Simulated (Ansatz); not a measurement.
**ZnS (Wurtzite-2H): a point defect seen from the nuclei (Se on an S site), part 1 of 2**

Aim: the field gradients at and around a point defect: Se on an S site in ZnS (Wurtzite-2H), cell charge 0. The cell is a supercell built from a structure deposited in the COD. Planned: a single point, then a relaxation.

Method: DFT, PBE, plane-wave PAW, default files, scalar-relativistic, in Ansatz 0.2.0.

1 further run of the same task is left out (it didn't finish).

## 1. Starting point

The structure is trigonal, space group P3m1 (No. 156). Conventional cell: a = 7.622 Å, b = 7.622 Å, c = 12.468 Å, α = 90.00°, β = 90.00°, γ = 120.00°. Zn (site symmetry 3m) is surrounded by 3 S at 2.31 Å and 1 Se at 2.40 Å. Zn (site symmetry 3m) has 4 S at 2.31 to 2.40 Å as nearest neighbours. Around Zn (site symmetry m) lie 4 S at 2.31 to 2.40 Å. Zn (site symmetry m) is surrounded by 3 S at 2.31 to 2.40 Å and 1 Se at 2.31 Å. Only part of the 16 independent sites is listed.

Structure file:

```cif
data_structure
_symmetry_space_group_name_H-M 'P3m1'
_symmetry_Int_Tables_number 156
_cell_length_a 7.6220
_cell_length_b 7.6220
_cell_length_c 12.4680
_cell_angle_alpha 90.000
_cell_angle_beta 90.000
_cell_angle_gamma 120.000
_cell_volume 627.29
loop_
_atom_site_label
_atom_site_type_symbol
_atom_site_symmetry_multiplicity
_atom_site_Wyckoff_symbol
_atom_site_fract_x
_atom_site_fract_y
_atom_site_fract_z
_atom_site_occupancy
Zn1 Zn 1 a 0.00000 0.00000 0.00000 1
Zn2 Zn 1 a 0.00000 0.00000 0.50000 1
Zn3 Zn 3 d 0.00000 0.50000 0.00000 1
Zn4 Zn 3 d 0.00000 0.50000 0.50000 1
Zn5 Zn 3 d 0.16667 0.83333 0.25000 1
Zn6 Zn 3 d 0.16667 0.83333 0.75000 1
Zn7 Zn 1 c 0.66667 0.33333 0.25000 1
Zn8 Zn 1 c 0.66667 0.33333 0.75000 1
Se1 Se 1 a 0.00000 0.00000 0.19250 1
S1 S 1 a 0.00000 0.00000 0.69250 1
S2 S 3 d 0.00000 0.50000 0.19250 1
S3 S 3 d 0.00000 0.50000 0.69250 1
S4 S 3 d 0.16667 0.83333 0.44250 1
S5 S 3 d 0.16667 0.83333 0.94250 1
S6 S 1 c 0.66667 0.33333 0.44250 1
S7 S 1 c 0.66667 0.33333 0.94250 1
```

Atom 17 of the input is the impurity.

## 2. Gradients at the starting positions

File input.yaml:

```yaml
crystal:
  lattice:
    - [7.622, 0.0, 0.0]
    - [-3.811, 6.6008456276, 0.0]
    - [0.0, 0.0, 12.468]
  atoms:
    - { symbol: Zn, position: [0.1666666666, 0.3333333334, 0.0] }
    - { symbol: Zn, position: [0.1666666666, 0.3333333334, 0.5] }
    - { symbol: Zn, position: [0.1666666666, 0.8333333334, 0.0] }
    - { symbol: Zn, position: [0.1666666666, 0.8333333334, 0.5] }
    - { symbol: Zn, position: [0.6666666666, 0.3333333334, 0.0] }
    - { symbol: Zn, position: [0.6666666666, 0.3333333334, 0.5] }
    - { symbol: Zn, position: [0.6666666666, 0.8333333334, 0.0] }
    - { symbol: Zn, position: [0.6666666666, 0.8333333334, 0.5] }
    - { symbol: Zn, position: [0.3333333334, 0.1666666666, 0.25] }
    - { symbol: Zn, position: [0.3333333334, 0.1666666666, 0.75] }
    - { symbol: Zn, position: [0.3333333334, 0.6666666666, 0.25] }
    - { symbol: Zn, position: [0.3333333334, 0.6666666666, 0.75] }
    - { symbol: Zn, position: [0.8333333334, 0.1666666666, 0.25] }
    - { symbol: Zn, position: [0.8333333334, 0.1666666666, 0.75] }
    - { symbol: Zn, position: [0.8333333334, 0.6666666666, 0.25] }
    - { symbol: Zn, position: [0.8333333334, 0.6666666666, 0.75] }
    - { symbol: Se, position: [0.1666666666, 0.3333333334, 0.1925] }
    - { symbol: S, position: [0.1666666666, 0.3333333334, 0.6925] }
    - { symbol: S, position: [0.1666666666, 0.8333333334, 0.1925] }
    - { symbol: S, position: [0.1666666666, 0.8333333334, 0.6925] }
    - { symbol: S, position: [0.6666666666, 0.3333333334, 0.1925] }
    - { symbol: S, position: [0.6666666666, 0.3333333334, 0.6925] }
    - { symbol: S, position: [0.6666666666, 0.8333333334, 0.1925] }
    - { symbol: S, position: [0.6666666666, 0.8333333334, 0.6925] }
    - { symbol: S, position: [0.3333333334, 0.1666666666, 0.4425] }
    - { symbol: S, position: [0.3333333334, 0.1666666666, 0.9425] }
    - { symbol: S, position: [0.3333333334, 0.6666666666, 0.4425] }
    - { symbol: S, position: [0.3333333334, 0.6666666666, 0.9425] }
    - { symbol: S, position: [0.8333333334, 0.1666666666, 0.4425] }
    - { symbol: S, position: [0.8333333334, 0.1666666666, 0.9425] }
    - { symbol: S, position: [0.8333333334, 0.6666666666, 0.4425] }
    - { symbol: S, position: [0.8333333334, 0.6666666666, 0.9425] }
kpoints:
  mp_grid: { grid: [3, 3, 2] }
scf:
  occupations: { method: fermi_dirac, width: 0.01 }
hamiltonian:
  xc: pbe
  pseudopotentials: { kind: paw }
output:
  forces: true
  stress: true
  populations: true
  efg:
    quadrupole_moments_barn: { Zn: 0.122, S: -0.0694 }
    contact_densities: true
```

The run is started by

```sh
$ ansatz run input.yaml --threads 1 --pin off --max-ram 3072MiB --backend cpu --events-out ev --progress --plain --runs-dir out
```

Log:

```text
Warning: RAYON_NUM_THREADS=1 ignored (pool sized by the plan → 1); use --threads N
Engine: ansatz 0.2.0, aarch64-unknown-linux-gnu
Pseudopotentials: kind: paw
Pseudopotential: Zn, paw, valence charge 12, recommended cutoff 420 eV (normal), Zn.paw.azcp
Pseudopotential: Se, paw, valence charge 16, recommended cutoff 420 eV (normal), Se.paw.azcp
Pseudopotential: S, paw, valence charge 6, recommended cutoff 420 eV (normal), S.paw.azcp
Functional definition: PBE
  parameter kappa = 0.804
  parameter beta = 0.06672455060314922
  exchange = pbe_x(kappa = kappa, mu = beta*pi^2/3)
  correlation = pbe_c(beta = beta)
Crystal: 32 atoms, lattice volume = 627.286 Å³
Basis set: ecut = 420 eV, 12287 PW (Γ), exchange–correlation on 108×108×180 points (8 copies of the dense FFT grid, shifted against one another)
Bands: 181, of which v1, the nominal top of the filled ones, is band 149 counted from 1 (148 counted from 0)
Symmetry: 6 space group operations
Space group: P3m1 (ITA 156), of the structure as read, at distance tolerance 8.6e-5 Å
k-points: 6 of 18 (time reversal used)
Non-local potential: Zn, projectors of the file, l = 0: 2, l = 1: 2, l = 2: 3, l = 3: 1
Non-local potential: Se, projectors of the file, l = 0: 2, l = 1: 2, l = 2: 3, l = 3: 1
Non-local potential: S, projectors of the file, l = 0: 2, l = 1: 2, l = 2: 2
PAW form: soft (Blöchl's): semilocal exchange-correlation on the pseudo side does not see the compensation charge
PAW one-centre angular grid: Zn, 590 points (default); XC on 64 Gauss nodes
PAW one-centre angular grid: Se, 590 points (default); XC on 64 Gauss nodes
PAW one-centre angular grid: S, 110 points (default); XC on 64 Gauss nodes
Initial density: superposition of atomic densities (neutral atoms: chi_scale 0, normalization atom), corrected by the library's trained network
Initial wavefunctions: pseudopotential atomic-orbital guess
Functional: x = pbe(κ = 0.804, μ = 0.2195149727645171), c = pbe(β = 0.06672455060314922)
SCF iter   1: F=—  HF=-72129.829436 eV  |F-HF|=—  |Δ(HF+E_count)|=         —  Δρ=5.34e-4  dr2=1.57e-3  ethr=1.77e-3  ⟨swp⟩=5.8  Hψ=4526  notcnv=0  defer=43
preconditioner: auto → Resta (q_TF=auto, 2.410 Å⁻¹)  ε∞=6.5  [insulator: Δε(μ)=2.228 eV  Ē_g=10.695 eV  σ=0.010 eV  W_gap=1.00  n_scr=134 (ndim 8)  ℏωp=25.2 eV  f_vac=0.042  D(μ)=0.00/eV (n_scr^D=0)  ε∞_Penn≈6.5]
SCF iter   2: F=—  HF=-72129.828470 eV  |F-HF|=—  |Δ(HF+E_count)|=   9.66e-4  Δρ=3.32e-4  dr2=6.26e-4  ethr=5.28e-7  ⟨swp⟩=2.7  Hψ=2343  notcnv=0  defer=140
SCF iter   3: F=—  HF=-72129.829283 eV  |F-HF|=—  |Δ(HF+E_count)|=   8.13e-4  Δρ=1.09e-4  dr2=7.31e-5  ethr=2.10e-7  ⟨swp⟩=2.0  Hψ=1841  notcnv=0  defer=140
SCF iter   4: F=—  HF=-72129.829147 eV  |F-HF|=—  |Δ(HF+E_count)|=   1.36e-4  Δρ=5.22e-5  dr2=1.98e-5  ethr=2.45e-8  ⟨swp⟩=3.0  Hψ=1841  notcnv=0  defer=140
SCF iter   5: F=—  HF=-72129.828688 eV  |F-HF|=—  |Δ(HF+E_count)|=   4.59e-4  Δρ=3.21e-5  dr2=5.73e-6  ethr=6.66e-9  ⟨swp⟩=2.0  Hψ=1817  notcnv=0  defer=140
SCF iter   6: F=—  HF=-72129.828688 eV  |F-HF|=—  |Δ(HF+E_count)|=   2.63e-7  Δρ=1.61e-5  dr2=1.53e-6  ethr=1.92e-9  ⟨swp⟩=2.0  Hψ=1817  notcnv=0  defer=140
SCF iter   7: F=—  HF=-72129.828688 eV  |F-HF|=—  |Δ(HF+E_count)|=   1.28e-7  Δρ=3.97e-6  dr2=1.81e-7  ethr=5.13e-10  ⟨swp⟩=2.0  Hψ=1691  notcnv=0  defer=140
SCF iter   8: F=-72129.828688 eV  HF=-72129.828688 eV  |F-HF|=8.21e-9  |Δ(HF+E_count)|=   1.90e-7  Δρ=1.27e-6  dr2=1.39e-8  ethr=3.36e-11  ⟨swp⟩=13.2  Hψ=5989  notcnv=0
SCF 1 converged in 8 iterations: F = -72129.828688 eV  dr2 = 1.39e-8
SCF converged after 8 iterations
Free energy (F): -72129.828688 eV
Harris-Foulkes:  -72129.828688 eV  (|F-HF|=8.21e-9)
Internal energy: -72129.828688 eV  (E = F + TS)
E sigma→0 (E₀):  -72129.828688 eV
Fermi energy:    7.182790 eV
--- Per-component energies (eV) ---
  E_band       = -265.705844
  E_kinetic    = 3833.775205
  E_local      = -35560.129924  (includes V_loc(G=0)·N_el)
  E_nonlocal   = 9657.602935
  E_hartree    = 15130.154656
  E_xc         = -3762.162350
  E_vxc        = -2249.804520  (∫ρ·V_xc dr)
  E_paw        = -40164.263892  (= ΣΔE_a)
  E_vpaw       = -6207.446227  (= ΣTr[D̂ρ^β])
  E_aug_tail   = -0.006579  (compensation charges beyond the density's cutoff)
  E_ewald      = -21264.798740
  E_smearing   = -0.000000  (= −TS)
  E_closure    = -0.000000  (closes the sum)
  Σ components = -72129.828688   (vs F -72129.828688, Δ=0.00e0)
--- Forces (eV/Å), atoms counted from 1 ---
  atom   1  Zn     0.00000000    -0.00000000    -0.29567762
  atom   2  Zn     0.00000000    -0.00000000     0.33994899
  atom   3  Zn     0.00300034     0.00173225     0.31486585
  atom   4  Zn     0.00305370     0.00176306     0.32740982
  atom   5  Zn     0.00000000    -0.00346450     0.31486585
  atom   6  Zn     0.00000000    -0.00352611     0.32740982
  atom   7  Zn    -0.00300034     0.00173225     0.31486585
  atom   8  Zn    -0.00305370     0.00176306     0.32740982
  atom   9  Zn     0.70277666    -0.40574829     0.58486224
  atom  10  Zn     0.00568465    -0.00328203     0.32334807
  atom  11  Zn     0.00000000     0.81149659     0.58486224
  atom  12  Zn     0.00000000     0.00656406     0.32334807
  atom  13  Zn    -0.70277666    -0.40574829     0.58486224
  atom  14  Zn    -0.00568465    -0.00328203     0.32334807
  atom  15  Zn     0.00000000     0.00000000     0.32708286
  atom  16  Zn     0.00000000     0.00000000     0.31565581
  atom  17  Se     0.00000000    -0.00000000    -0.50646129
  atom  18  S      0.00000000    -0.00000000    -0.32310674
  atom  19  S      0.01343991     0.00775953    -0.31114660
  atom  20  S     -0.00310047    -0.00179005    -0.32198406
  atom  21  S      0.00000000    -0.01551907    -0.31114660
  atom  22  S      0.00000000     0.00358011    -0.32198406
  atom  23  S     -0.01343991     0.00775953    -0.31114660
  atom  24  S      0.00310047    -0.00179005    -0.32198406
  atom  25  S      0.02607246    -0.01505294    -0.28796325
  atom  26  S      0.02036920    -0.01176016    -0.36845868
  atom  27  S      0.00000000     0.03010588    -0.28796325
  atom  28  S      0.00000000     0.02352032    -0.36845868
  atom  29  S     -0.02607246    -0.01505294    -0.28796325
  atom  30  S     -0.02036920    -0.01176016    -0.36845868
  atom  31  S      0.00000000     0.00000000    -0.32451574
  atom  32  S      0.00000000     0.00000000    -0.31569434
  max |Σ_I F_I| component: 3.21e-5 eV/Å
--- Stress (GPa, compression-positive) ---
        3.922293       0.000000       0.000000
        0.000000       3.922293      -0.000000
        0.000000      -0.000000       1.723138
  P = ⅓ Tr σ = 3.1892 GPa (31.892 kbar)
--- PAW observables at the nuclei: V_zz in 10²¹ V/m², potentials from the cell's mean, atoms counted from 1 ---
  atom   1  Zn V_zz =    +0.860752   η = 0.0000   by run symmetry: allowed   C_q = +2.5392 MHz
            electrostatic potential = -3941.771825 V   contact ρ = 166605.204320 e/Å³
  atom   2  Zn V_zz =    +1.828983   η = 0.0000   by run symmetry: allowed   C_q = +5.3954 MHz
            electrostatic potential = -3941.813394 V   contact ρ = 166603.908582 e/Å³
  atom   3  Zn V_zz =    +1.837118   η = 0.0047   by run symmetry: allowed   C_q = +5.4194 MHz
            electrostatic potential = -3941.815851 V   contact ρ = 166603.876166 e/Å³
  atom   4  Zn V_zz =    +1.821653   η = 0.0007   by run symmetry: allowed   C_q = +5.3738 MHz
            electrostatic potential = -3941.821598 V   contact ρ = 166603.864237 e/Å³
  atom   5  Zn V_zz =    +1.837118   η = 0.0047   by run symmetry: allowed   C_q = +5.4194 MHz
            electrostatic potential = -3941.815851 V   contact ρ = 166603.876166 e/Å³
  atom   6  Zn V_zz =    +1.821653   η = 0.0007   by run symmetry: allowed   C_q = +5.3738 MHz
            electrostatic potential = -3941.821598 V   contact ρ = 166603.864238 e/Å³
  atom   7  Zn V_zz =    +1.837118   η = 0.0047   by run symmetry: allowed   C_q = +5.4194 MHz
            electrostatic potential = -3941.815851 V   contact ρ = 166603.876166 e/Å³
  atom   8  Zn V_zz =    +1.821653   η = 0.0007   by run symmetry: allowed   C_q = +5.3738 MHz
            electrostatic potential = -3941.821598 V   contact ρ = 166603.864237 e/Å³
  atom   9  Zn V_zz =    +2.223738   η = 0.5625   by run symmetry: allowed   C_q = +6.5599 MHz
            electrostatic potential = -3941.755603 V   contact ρ = 166605.651493 e/Å³
  atom  10  Zn V_zz =    +1.812679   η = 0.0027   by run symmetry: allowed   C_q = +5.3473 MHz
            electrostatic potential = -3941.825881 V   contact ρ = 166603.872384 e/Å³
  atom  11  Zn V_zz =    +2.223738   η = 0.5625   by run symmetry: allowed   C_q = +6.5599 MHz
            electrostatic potential = -3941.755603 V   contact ρ = 166605.651493 e/Å³
  atom  12  Zn V_zz =    +1.812679   η = 0.0027   by run symmetry: allowed   C_q = +5.3473 MHz
            electrostatic potential = -3941.825881 V   contact ρ = 166603.872384 e/Å³
  atom  13  Zn V_zz =    +2.223738   η = 0.5625   by run symmetry: allowed   C_q = +6.5599 MHz
            electrostatic potential = -3941.755603 V   contact ρ = 166605.651493 e/Å³
  atom  14  Zn V_zz =    +1.812679   η = 0.0027   by run symmetry: allowed   C_q = +5.3473 MHz
            electrostatic potential = -3941.825881 V   contact ρ = 166603.872384 e/Å³
  atom  15  Zn V_zz =    +1.814228   η = 0.0000   by run symmetry: allowed   C_q = +5.3519 MHz
            electrostatic potential = -3941.811030 V   contact ρ = 166603.883400 e/Å³
  atom  16  Zn V_zz =    +1.848124   η = 0.0000   by run symmetry: allowed   C_q = +5.4519 MHz
            electrostatic potential = -3941.823916 V   contact ρ = 166603.869195 e/Å³
  atom  17  Se V_zz =    -0.592129   η = 0.0000   by run symmetry: allowed
            electrostatic potential = -4709.263301 V   contact ρ = 262868.319275 e/Å³
  atom  18  S  V_zz =    -0.556834   η = 0.0000   by run symmetry: allowed   C_q = +0.9344 MHz
            electrostatic potential = -1633.295630 V   contact ρ = 19764.908313 e/Å³
  atom  19  S  V_zz =    -0.478883   η = 0.7662   by run symmetry: allowed   C_q = +0.8036 MHz
            electrostatic potential = -1633.301355 V   contact ρ = 19764.919047 e/Å³
  atom  20  S  V_zz =    -0.584812   η = 0.0031   by run symmetry: allowed   C_q = +0.9814 MHz
            electrostatic potential = -1633.300868 V   contact ρ = 19764.909107 e/Å³
  atom  21  S  V_zz =    -0.478883   η = 0.7662   by run symmetry: allowed   C_q = +0.8036 MHz
            electrostatic potential = -1633.301355 V   contact ρ = 19764.919047 e/Å³
  atom  22  S  V_zz =    -0.584812   η = 0.0031   by run symmetry: allowed   C_q = +0.9814 MHz
            electrostatic potential = -1633.300868 V   contact ρ = 19764.909107 e/Å³
  atom  23  S  V_zz =    -0.478883   η = 0.7662   by run symmetry: allowed   C_q = +0.8036 MHz
            electrostatic potential = -1633.301355 V   contact ρ = 19764.919047 e/Å³
  atom  24  S  V_zz =    -0.584812   η = 0.0031   by run symmetry: allowed   C_q = +0.9814 MHz
            electrostatic potential = -1633.300868 V   contact ρ = 19764.909107 e/Å³
  atom  25  S  V_zz =    -0.659142   η = 0.0446   by run symmetry: allowed   C_q = +1.1061 MHz
            electrostatic potential = -1633.298331 V   contact ρ = 19764.921740 e/Å³
  atom  26  S  V_zz =    -0.645972   η = 0.1413   by run symmetry: allowed   C_q = +1.0840 MHz
            electrostatic potential = -1633.301362 V   contact ρ = 19764.912182 e/Å³
  atom  27  S  V_zz =    -0.659142   η = 0.0446   by run symmetry: allowed   C_q = +1.1061 MHz
            electrostatic potential = -1633.298331 V   contact ρ = 19764.921740 e/Å³
  atom  28  S  V_zz =    -0.645972   η = 0.1413   by run symmetry: allowed   C_q = +1.0840 MHz
            electrostatic potential = -1633.301362 V   contact ρ = 19764.912182 e/Å³
  atom  29  S  V_zz =    -0.659142   η = 0.0446   by run symmetry: allowed   C_q = +1.1061 MHz
            electrostatic potential = -1633.298331 V   contact ρ = 19764.921740 e/Å³
  atom  30  S  V_zz =    -0.645972   η = 0.1413   by run symmetry: allowed   C_q = +1.0840 MHz
            electrostatic potential = -1633.301362 V   contact ρ = 19764.912182 e/Å³
  atom  31  S  V_zz =    -0.577388   η = 0.0000   by run symmetry: allowed   C_q = +0.9689 MHz
            electrostatic potential = -1633.293597 V   contact ρ = 19764.908765 e/Å³
  atom  32  S  V_zz =    -0.599541   η = 0.0000   by run symmetry: allowed   C_q = +1.0061 MHz
            electrostatic potential = -1633.292293 V   contact ρ = 19764.910282 e/Å³
--- Band table (eV; the first three rows and the last of 6) ---
  k-point 0: bands = ["-40.7253", "-40.7253", "-40.7170", "-40.7135", "-40.7135", "-7.2467", "-6.8604", "-6.7427", "-6.4345", "-6.2373", "-6.2273", "-6.2273", "-6.1386", "-6.0571", "-6.0561", "-6.0561", "-6.0559", "-6.0559", "-5.9322", "-5.9044", "-5.9044", "-0.4199", "-0.4199", "-0.3968", "-0.3450", "-0.3450", "-0.3268", "-0.3268", "-0.3154", "-0.3154", "-0.3142", "-0.3142", "-0.3067", "-0.2973", "-0.2969", "-0.2969", "-0.2907", "-0.2781", "-0.2781", "-0.2480", "-0.2423", "-0.2276", "-0.2276", "-0.2212", "-0.1431", "-0.1431", "-0.1396", "-0.1263", "-0.1263", "-0.1146", "-0.1034", "-0.1034", "-0.1010", "-0.0473", "-0.0473", "-0.0443", "-0.0426", "-0.0296", "-0.0296", "0.0033", "0.0033", "0.0134", "0.0245", "0.0269", "0.0269", "0.0509", "0.0517", "0.0517", "0.1019", "0.1019", "0.1290", "0.1592", "0.1592", "0.1661", "0.1661", "0.1843", "0.1843", "0.2041", "0.2041", "0.2120", "0.2164", "0.2164", "0.2210", "0.2210", "0.2211", "0.2510", "0.2510", "0.2546", "0.2830", "0.3018", "0.3018", "0.3150", "0.3150", "0.3221", "0.3657", "0.3714", "0.3724", "0.3724", "0.3761", "0.3761", "0.3871", "0.8392", "1.0824", "1.0824", "1.1102", "1.1289", "1.1289", "1.1302", "1.1958", "1.1958", "1.2021", "1.7996", "1.7996", "1.8129", "2.8556", "2.8682", "2.8682", "3.2634", "3.2726", "3.7737", "3.7824", "3.7824", "4.3585", "4.3658", "4.3658", "4.3705", "4.3931", "4.3931", "4.4663", "4.4663", "4.4797", "4.5001", "4.5001", "4.5004", "4.5014", "4.5014", "4.5628", "5.0450", "5.0687", "5.0687", "5.1940", "5.1940", "5.5779", "5.5779", "5.6286", "5.6286", "6.0564", "6.0564", "6.0626", "8.2957", "9.0195", "9.5377", "9.5479", "9.5920", "9.5920", "9.6248", "9.6248", "9.6361", "9.6462", "9.6462", "9.6621", "9.6909", "10.2983", "10.2983", "10.3212", "11.1340", "11.1340", "11.1463", "11.1595", "11.1689", "11.1689", "11.1882", "11.1882", "11.2675", "12.2971", "12.2971", "12.6033", "12.7286", "12.7286", "12.7308", "12.7308"]
[... 3 lines left out ...]
--- Löwdin populations: 32 sites ---
  site symbol       q [e]
     0     Zn     10.7158
     1     Zn     10.7171
     2     Zn     10.7167
     3     Zn     10.7164
     4     Zn     10.7167
     5     Zn     10.7164
     6     Zn     10.7167
     7     Zn     10.7164
     8     Zn     10.7152
     9     Zn     10.7164
    10     Zn     10.7152
    11     Zn     10.7164
    12     Zn     10.7152
    13     Zn     10.7164
    14     Zn     10.7168
    15     Zn     10.7165
    16     Se     17.0547
    17      S      7.0877
    18      S      7.0915
    19      S      7.0878
    20      S      7.0915
    21      S      7.0878
    22      S      7.0915
    23      S      7.0878
    24      S      7.0894
    25      S      7.0894
    26      S      7.0894
    27      S      7.0894
    28      S      7.0894
    29      S      7.0894
    30      S      7.0878
    31      S      7.0878
  spilling = 0.010562 (of n_electrons = 298.000000)
```

It took 2.2 min on 1 thread of Arm Neoverse V1, shared host; peak memory 1.3 GiB.

State: gap on the mesh 2.23 eV, largest force 1.000 eV/Å, pressure 3.2 GPa.

Like atoms gathered into sites: 11 of 16, those nearest the defect, the farthest of each element and the two largest gradients.

```
site       atoms  distance from the defect (Å)  V_zz (10²¹ V/m²)     η    C_Q (MHz)
  Se          17                          0.00             -0.59  0.00            –
 Zn9   9, 11, 13                          2.31              2.22  0.56  6.56 (⁶⁷Zn)
 Zn1           1                          2.40              0.86  0.00  2.54 (⁶⁷Zn)
 S19  19, 21, 23                          3.81             -0.48  0.77  0.804 (³³S)
 S25  25, 27, 29                          3.82             -0.66  0.04   1.11 (³³S)
 S26  26, 28, 30                          3.82             -0.65  0.14   1.08 (³³S)
 Zn2           2                          3.83              1.83  0.00  5.40 (⁶⁷Zn)
Zn15          15                          4.46              1.81  0.00  5.35 (⁶⁷Zn)
 Zn3     3, 5, 7                          4.50              1.84  0.00  5.42 (⁶⁷Zn)
Zn16          16                          7.06              1.85  0.00  5.45 (⁶⁷Zn)
 S20  20, 22, 24                          7.31             -0.58  0.00  0.981 (³³S)
```

C_Q = eQV_zz/h, which is 24.18 MHz for Q = 1 b and V_zz = 10²¹ V/m²; η = (V_xx − V_yy)/V_zz. Q values from Pyykkö, Mol. Phys. 116, 1328 (2018). A dash under C_Q marks elements without a common quadrupolar isotope.

Direction of the V_zz axis (Cartesian unit vector):

```
site  atom      x     y     z
 Zn1     1   0.00  0.00  1.00
 Zn2     2   0.00  0.00  1.00
 Zn3     3   0.00  0.00  1.00
 Zn4     4   0.00  0.00  1.00
 Zn9     9  -0.08  0.05  1.00
Zn10    10   0.00  0.00  1.00
Zn15    15   0.00  0.00  1.00
Zn16    16   0.00  0.00  1.00
  Se    17   0.00  0.00  1.00
 S18    18   0.00  0.00  1.00
```

(Continued in part 2 of 2.)
